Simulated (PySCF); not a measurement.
**ZrF: bond curves at several levels of theory**

An exercise on one series of results from a longer session: the logs are not shown, and one member is left open.

The runs use PySCF 2.14.0; Zr def2-TZVPP with ECP28, F def2-TZVPP, scalar-relativistic core potentials.

The first run:

A driver script around PySCF takes these settings:

| Quantity | Value |
| --- | --- |
| atoms | Zr, F |
| charge | 0 |
| basis | Zr def2-TZVPP with ECP28, F def2-TZVPP |
| Hamiltonian | scalar-relativistic core potentials |
| basis functions | 87 |
| electrons treated | 21 |
| masses in u | 89.9047, 18.9984 |
| levels | PBE0, PBE, r²SCAN, MN15, TPSSh, M06-L, BLYP, CAM-B3LYP, HF, MP2, SCS-MP2, CCSD, CCSD(T) |
| grid | 80 radial by 434 angular points |
| occupations | held fixed by the projection of orbital angular momentum |
| dissociation limit | Zr + F, each in its ground configuration |
| starting distance in angstrom | 2.020 |
| values of 2S to try | 1, 3, 5 |

Command:

```sh
OMP_NUM_THREADS=1 python dia.py task.json out
```

Among the steps run: Set-up; First curve: PBE0; Excited determinants; PBE; r²SCAN; MN15; TPSSh (hybrid meta-GGA); M06-L (meta-GGA); BLYP; CAM-B3LYP; UHF (mean field); MP2 and coupled cluster.

One table of the session follows, with a row left open; its other results are not shown here.

Energy (eV) from each level's lowest point:

```
R (Å)    UHF  UHF-MP2  UHF-SCS-MP2  UHF-CCSD  UHF-CCSD(T)
1.619  1.644    1.416        1.495       n/a          n/a
1.695  0.788    0.635        0.690     0.690        0.683
1.770  0.289    0.205        0.235     0.234        0.230
1.827  0.089    0.049        0.064     0.063        0.060
1.883  0.002    0.000        0.000     0.000        0.000
1.940  0.000    0.032        0.019     0.021        0.023
2.015      ?        ?            ?         ?            ?
2.109  0.326    0.436        0.390     0.400        0.407
2.222  0.694    0.842        0.780     0.796        0.805
2.373  1.256    1.443        1.364       n/a          n/a
```

Estimate the missing values for R (Å) = 2.015.

Worked estimate for «UHF». A straight line through the neighbours (1.940, 0.000) and (2.109, 0.326) gives 0.000 + (0.326 − 0.000) × (2.015 − 1.940) / (2.109 − 1.940) = 0.145; a parabola fitted to 4 rows on both sides gives 0.109.

The run gave: UHF: 0.097; UHF-MP2: 0.168; UHF-SCS-MP2: 0.139; UHF-CCSD: 0.143; UHF-CCSD(T): 0.148. In «UHF» the line misses by +0.048 and the parabola by +0.012.
